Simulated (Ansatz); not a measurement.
**Zn: a trial structure relaxed**

Aim: relax Zn from this start, trigonal selenium type (P3_121, No. 152), and see where it ends.

Computed with Ansatz 0.2.0 (DFT r2SCAN, scalar-relativistic, plane waves, PAW, unless a step's input says otherwise).

## 1. The starting structure

Symmetry: P3_121, No. 152, trigonal system. The conventional cell has a = 3.615 Å, b = 3.615 Å, c = 4.101 Å, α = 90.00°, β = 90.00°, γ = 120.00°. Zn (site symmetry 2) has 2 Zn at 1.96 Å as nearest neighbours.

Structure file:

```
CELL_PARAMETERS angstrom
3.61511 0.00000 0.00000
-1.80755 3.13078 0.00000
0.00000 0.00000 4.10146
ATOMIC_POSITIONS crystal
Zn 0.22540 0.00000 0.33333
Zn 0.00000 0.22540 0.66667
Zn 0.77460 0.77460 0.00000
```

(A quick probe on a coarse mesh, which set the mesh and smearing, is not shown.)

## 3. A loose first relaxation

The input, input.yaml:

```yaml
crystal:
  lattice:
    - [3.6151095483, 0.0, 0.0]
    - [-1.8075547742, 3.1307767064, 0.0]
    - [0.0, 0.0, 4.1014627979]
  atoms:
    - { symbol: Zn, position: [0.2254, 0.0, 0.3333333333] }
    - { symbol: Zn, position: [0.0, 0.2254, 0.6666666667] }
    - { symbol: Zn, position: [0.7746, 0.7746, 0.0] }
basis:
  ecutwfc: 500
kpoints:
  mp_grid: { grid: [6, 6, 4] }
hamiltonian:
  xc: r2scan
scf:
  occupations: { method: gaussian, width: 0.1 }
  lower_state_search: "off"
output:
  forces: true
  stress: true
  eigenvalues: true
relax:
  adjacent_minimum: "off"
  f_tol: 0.04
  max_steps: 70
  cell: { stress_tol: 0.4 }
```

Further runs follow: a loose first relaxation; the relaxation.

Before running it: what results should come out?

**Answer**, as computed:

```
           quantity                                                                       value
cell (conventional)  a = 4.219 Å, b = 4.219 Å, c = 2.825 Å, α = 90.00°, β = 90.00°, γ = 120.00°
        space group                                                              R-3m (No. 166)
             volume                                                               14.52 Å³/atom
    gap on the mesh                                                                none (metal)
```

**Reading.** The structure ended in another space group than at the start: P3_121 to R-3m.
